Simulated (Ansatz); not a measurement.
**NbTe in Ansatz: the effect of functional**

NbTe:

```xyz
2
Lattice="3.7275 0.0000 0.0000 -1.8637 3.2281 0.0000 0.0000 0.0000 3.7187" Properties=species:S:1:pos:R:3 pbc="T T T"
Te    1.8637    1.0760    0.0000
Nb    0.0000    0.0000    1.8593
```

The cell comes from a database or a generator and needn't be the stable form of this composition.

The cell isn't the ideal one: volume scaled by 1.02.

Alike in all runs:

| Property | Result |
| --- | --- |
| Program | Ansatz 0.2.0 |
| Task | single point |
| Potentials or basis | Ansatz PAW |
| k mesh | 8 × 8 × 7 |
| Occupations | fermi-dirac, width 0.05 eV |
| Spin | no spin polarisation |

```tsv
functional	cutoff	pressure (GPa)
LDA	420 eV (not typed: the program's choice for these potentials)	?
PBEsol	420 eV (not typed: the program's choice for these potentials)	-7.3
r2SCAN	500 eV (not typed: the program's choice for these potentials)	-3.8
```

**Question.** What does the run with functional LDA give?

**Answer.** Pressure -9.5 GPa.

Caveats: the PAW data sets come from PBE, with cores solved anew for the run's functional, which leaves a small shift of forces and pressure.
